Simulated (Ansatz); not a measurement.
# C2H5FOSi (SMILES FC1CO[SiH2]1): a chain of runs

Aim: a series of 14 runs (HF/STO-3G, UHF/STO-3G, HF/3-21G, UHF/3-21G, HF/6-31G*, B3LYP/6-31G*, MP2/6-31G*) of C2H5FOSi. 

The calculation is run with Ansatz 0.2.0.

## Step 1: Starting point

C2H5FOSi has 10 atoms, charge 0, and is taken as a singlet. As SMILES, `FC1CO[SiH2]1`. Geometry: relaxed at PBE0-D4/def2-TZVP. The run starts from this shape.

Bond lengths: F1–C2 1.381 Å, C2–C3 1.541 Å, C3–O4 1.445 Å, C2–Si5 1.901 Å, O4–Si5 1.669 Å, C2–H6 1.092 Å, C3–H7 1.094 Å, C3–H8 1.093 Å, Si5–H9 1.486 Å, Si5–H10 1.485 Å. Some angles: F1–C2–C3 113.3°, F1–C2–Si5 118.4°, C3–C2–Si5 82.8°, C2–C3–O4 101.7°, C3–O4–Si5 94.5°, C2–Si5–O4 80.7°, F1–C2–H6 108.1°, C3–C2–H6 113.6°, Si5–C2–H6 118.8°, C2–C3–H7 110.5°.

## Step 2: A structure relaxation at HF/STO-3G (run 1)

run.yaml

```yaml
basis:
  gaussian: {orbitals: STO-3G}
crystal:
  periodic: [false, false, false]
  atoms:
    - symbol: F
      position_ang: [-1.820400, -0.327800, -0.810900]
    - symbol: C
      position_ang: [-0.876100, -0.083100, 0.166900]
    - symbol: C
      position_ang: [0.290700, -1.089800, 0.153300]
    - symbol: O
      position_ang: [1.429900, -0.216400, -0.011900]
    - symbol: Si
      position_ang: [0.510300, 1.162100, -0.206800]
    - symbol: H
      position_ang: [-1.390500, -0.023800, 1.127800]
    - symbol: H
      position_ang: [0.197300, -1.773400, -0.695500]
    - symbol: H
      position_ang: [0.400800, -1.665100, 1.076000]
    - symbol: H
      position_ang: [0.820800, 2.228700, 0.780400]
    - symbol: H
      position_ang: [0.520200, 1.737300, -1.576300]
output: {orbitals: {seedname: orbitals}}
relax: {f_tol: 0.002}
hamiltonian: {xc: hf}
```

On the command line:

```bash
$ ansatz run run.yaml --threads 1 --pin off --max-ram 3480MiB --events-out events.jsonl --progress --plain --runs-dir runs
```

The program printed:

```text
Warning: RAYON_NUM_THREADS=1 ignored (pool sized by the plan → 1); use --threads N
The last accepted step is kept in runs//last_step.txt (removed where the run ends without a failure and the disk answers)
[... 68 lines left out ...]
Total energy: -14563.77264599 eV, -535.2087730605 hartree
[... 10 lines left out ...]
Dipole moment:    -0.081924     0.288330     0.111137 e Å
```

It took 12 s on 1 thread of AMD EPYC 7R43 (Zen 3), shared host; peak memory 0.14 GiB.

The path in brief:

| step | energy from the first frame kept (eV) | largest force (eV/Å) |
| --- | --- | --- |
| 1 | 0.0000 | 3.0473 |
| 2 | -0.1741 | 0.7946 |
| 3 | -0.1855 | 0.1631 |
| 4 | -0.1868 | 0.0495 |
| 5 | -0.1870 | 0.0246 |
| 6 | -0.1871 | 0.0127 |
| 7 | -0.1871 | 0.0113 |
| 8 | -0.1871 | 0.0040 |
| 9 | -0.1871 | 0.0012 |

After the run. Bond lengths: F1–C2 1.383 Å, C2–C3 1.575 Å, C3–O4 1.450 Å, C2–Si5 1.881 Å, O4–Si5 1.710 Å, C2–H6 1.096 Å, C3–H7 1.097 Å, C3–H8 1.095 Å, Si5–H9 1.425 Å, Si5–H10 1.425 Å. Some angles: F1–C2–C3 114.6°, F1–C2–Si5 120.6°, C3–C2–Si5 84.2°, C2–C3–O4 100.4°, C3–O4–Si5 94.5°, C2–Si5–O4 80.6°, F1–C2–H6 109.2°, C3–C2–H6 111.2°, Si5–C2–H6 114.9°, C2–C3–H7 111.2°.

## Step 3: The harmonic vibrations at HF/STO-3G (run 2)

job.yaml

```yaml
crystal:
  periodic: [false, false, false]
  atoms:
    - {symbol: F, position_ang: [-1.857615, -0.310538, -0.791418]}
    - {symbol: C, position_ang: [-0.868001, -0.060496, 0.142249]}
    - {symbol: C, position_ang: [0.309311, -1.107372, 0.146624]}
    - {symbol: O, position_ang: [1.446893, -0.222744, -0.012276]}
    - {symbol: Si, position_ang: [0.495577, 1.183877, -0.217463]}
    - {symbol: H, position_ang: [-1.323406, 0.027250, 1.134949]}
    - {symbol: H, position_ang: [0.218748, -1.808473, -0.691775]}
    - {symbol: H, position_ang: [0.376385, -1.691915, 1.070200]}
    - {symbol: H, position_ang: [0.738303, 2.200549, 0.750647]}
    - {symbol: H, position_ang: [0.546804, 1.738563, -1.528736]}
basis:
  gaussian:
    orbitals: STO-3G
hamiltonian:
  xc: hf
phonons:
  temperatures:
    t_min: 298.15
    t_max: 298.15
    t_step: 1
```

On the command line:

```bash
$ ansatz run job.yaml --threads 1 --pin off --max-ram 3480MiB --events-out events.jsonl --progress --plain --runs-dir runs
```

The program printed:

```text
Warning: RAYON_NUM_THREADS=1 ignored (pool sized by the plan → 1); use --threads N
[... 326 lines left out ...]
Total energy: -14563.77268451 eV, -535.2087744759 hartree
[... 10 lines left out ...]
Dipole moment:    -0.081924     0.288328     0.111136 e Å
Vibrations: 128.72 322.06 425.89 661.63 705.11 782.11 852.63 928.53 1010.02 1065.15 1196.54 1225.45 1290.22 1345.60 1411.22 1438.15 1575.37 1666.38 1820.27 2863.97 2902.63 3549.27 3589.73 3666.39 cm⁻¹, zero-point energy 2.257941 eV
```

Wall time 46 s (1 thread of AMD EPYC 7R43 (Zen 3), shared host); peak memory 0.095 GiB.

Runs 3 to 5 aren't shown in full; the table further down has their settings and results.

## Step 4: Vibrational wavenumbers at HF/3-21G (run 6)

job.yaml

```yaml
crystal:
  periodic: [false, false, false]
  atoms:
    - symbol: F
      position_ang: [-1.770369, -0.286712, -0.878678]
    - symbol: C
      position_ang: [-0.862662, -0.085444, 0.184733]
    - symbol: C
      position_ang: [0.291914, -1.134488, 0.173802]
    - symbol: O
      position_ang: [1.440714, -0.239217, -0.074172]
    - symbol: Si
      position_ang: [0.526444, 1.204386, -0.218462]
    - symbol: H
      position_ang: [-1.417183, -0.041638, 1.107642]
    - symbol: H
      position_ang: [0.160006, -1.832197, -0.636882]
    - symbol: H
      position_ang: [0.423552, -1.651122, 1.110283]
    - symbol: H
      position_ang: [0.834591, 2.225807, 0.805226]
    - symbol: H
      position_ang: [0.455992, 1.789323, -1.570493]
basis:
  gaussian: {orbitals: 3-21G.json}
hamiltonian: {xc: hf}
phonons: {temperatures: {t_min: 298.15, t_max: 298.15, t_step: 1}}
```

The basis set 3-21G is read from a file made from the Basis Set Exchange's data (not shown).

On the command line:

```bash
$ ansatz run job.yaml --threads 1 --pin off --max-ram 3480MiB --events-out events.jsonl --progress --plain --runs-dir runs
```

The program printed:

```text
Warning: RAYON_NUM_THREADS=1 ignored (pool sized by the plan → 1); use --threads N
[... 330 lines left out ...]
Total energy: -14665.37148417 eV, -538.9424614975 hartree
[... 10 lines left out ...]
Dipole moment:    -0.132489     0.215315     0.324582 e Å
Vibrations: 115.31 265.84 392.05 579.58 624.04 725.02 763.98 875.37 895.84 923.16 1049.65 1072.80 1093.97 1182.02 1275.91 1302.92 1453.50 1464.71 1660.12 2336.70 2357.53 3266.45 3295.74 3330.82 cm⁻¹, zero-point energy 2.002533 eV
```

Wall time 48 s (1 thread of AMD EPYC 7R43 (Zen 3), shared host); peak memory 0.13 GiB.

Runs 7 to 13 aren't shown in full; the table further down has their settings and results.

## Step 5: Vibrational wavenumbers at MP2/6-31G(d) (Cartesian functions) (run 14)

in.yaml

```yaml
crystal:
  periodic: [false, false, false]
  atoms:
    - symbol: F
      position_ang: [-1.816146, -0.316449, -0.827996]
    - symbol: C
      position_ang: [-0.868376, -0.077078, 0.176527]
    - symbol: C
      position_ang: [0.286944, -1.101218, 0.158454]
    - symbol: O
      position_ang: [1.452837, -0.226578, -0.002342]
    - symbol: Si
      position_ang: [0.516660, 1.171087, -0.207483]
    - symbol: H
      position_ang: [-1.395388, -0.026501, 1.133364]
    - symbol: H
      position_ang: [0.188024, -1.773485, -0.699169]
    - symbol: H
      position_ang: [0.402650, -1.683455, 1.077245]
    - symbol: H
      position_ang: [0.813955, 2.245740, 0.773376]
    - symbol: H
      position_ang: [0.501839, 1.736637, -1.578978]
basis:
  gaussian: {orbitals: "6-31G*"}
correlation: {method: mp2}
phonons: {temperatures: {t_min: 298.15, t_max: 298.15, t_step: 1}}
```

On the command line:

```bash
$ ansatz run in.yaml --threads 1 --pin off --max-ram 3480MiB --events-out events.jsonl --progress --plain --runs-dir runs
```

The program printed:

```text
Warning: RAYON_NUM_THREADS=1 ignored (pool sized by the plan → 1); use --threads N
[... 55 lines left out ...]
9 core orbitals not correlated: weight in the atoms' cores, before any rotation towards them, 1.000 or more for the frozen orbitals, at most 0.000 for the correlated occupied ones
[... 101 lines left out ...]
9 core orbitals not correlated: weight in the atoms' cores, before any rotation towards them, 1.000 or more for the frozen orbitals, at most 0.000 for the correlated occupied ones
[... 100 lines left out ...]
9 core orbitals not correlated: weight in the atoms' cores, before any rotation towards them, 1.000 or more for the frozen orbitals, at most 0.000 for the correlated occupied ones
[... 101 lines left out ...]
9 core orbitals not correlated: weight in the atoms' cores, before any rotation towards them, 1.000 or more for the frozen orbitals, at most 0.000 for the correlated occupied ones
[... 101 lines left out ...]
Dipole moment:    -0.112034     0.103581     0.235409 e Å
[... 1 line left out ...]
Checks for a lower state left out: cluster_reference
```

Wall time 3.8 min (1 thread of AMD EPYC 7R43 (Zen 3), shared host); peak memory 0.22 GiB.

## Step 6: All runs side by side

```
run                               level         task  walk f tol  partner  energy (Eh)  dipole moment (D)  wall time
  1                           HF/STO-3G     optimise       0.002     base  -535.208773               1.54       12 s
  2                           HF/STO-3G  frequencies           –     base  -535.208774               1.54       46 s
  3                          UHF/STO-3G       energy           –   cation  -534.998876                  –      1.4 s
  4                          UHF/STO-3G     optimise           –   cation  -535.021739                  –       18 s
  5                            HF/3-21G     optimise       0.002     base  -538.942461               1.98       18 s
  6                            HF/3-21G  frequencies           –     base  -538.942461               1.98       48 s
  7                           UHF/3-21G       energy           –   cation  -538.610508                  –      3.6 s
  8                           UHF/3-21G     optimise           –   cation  -538.637772                  –       29 s
  9     HF/6-31G* (Cartesian functions)     optimise       0.002     base  -541.848326               1.45       26 s
 10     HF/6-31G* (Cartesian functions)  frequencies           –     base  -541.848326               1.45    1.8 min
 11  B3LYP/6-31G* (Cartesian functions)     optimise       0.002     base  -543.760594               1.33       51 s
 12  B3LYP/6-31G* (Cartesian functions)  frequencies           –     base  -543.760594               1.33      3 min
 13    MP2/6-31G* (Cartesian functions)     optimise       0.002     base  -542.528971               1.35       36 s
 14    MP2/6-31G* (Cartesian functions)  frequencies           –     base  -542.528971               1.35    3.8 min
```

## Step 7: Summary of results

| quantity | value |
| --- | --- |
| run 14, MP2/6-31G*: total energy | -542.52897 Eh |
| run 14, MP2/6-31G*: dipole moment (correlated density) | 1.35 D |
| run 14, MP2/6-31G*: correlation energy (9 core orbitals frozen) | -683.0 mEh |
| run 14, MP2/6-31G*: largest force on an atom | 0.002 eV/Å |
| run 14, MP2/6-31G*: lowest harmonic wavenumber | 57 cm⁻¹ |
| run 14, MP2/6-31G*: highest harmonic wavenumber | 3189 cm⁻¹ |
| run 14, MP2/6-31G*: zero-point energy | 185.3 kJ/mol |
| vertical ionisation energy (to the doublet cation), HF/STO-3G | 5.712 eV |
| vertical ionisation energy (to the doublet cation), HF/3-21G | 9.033 eV |
| adiabatic ionisation energy (to the doublet cation, no zero-point term), HF/STO-3G | 5.089 eV |
| adiabatic ionisation energy (to the doublet cation, no zero-point term), HF/3-21G | 8.291 eV |

What this shows: At HF/STO-3G: removing an electron at fixed nuclei costs 5.71 eV (132 kcal/mol). In a minimal basis such a difference can be off by several eV, whatever the method. At HF/3-21G: the vertical ionisation energy comes to 9.03 eV (208 kcal/mol). At HF/STO-3G: the adiabatic ionisation energy (to the doublet cation, no zero-point term) is 5.09 eV (491 kJ/mol). At HF/3-21G: the adiabatic ionisation energy (to the doublet cation, no zero-point term) is 8.29 eV (800 kJ/mol). In runs 1, 2, 3, 4 the basis is minimal, so the values are rough. All runs together took 13 min, the longest 3.8 min.
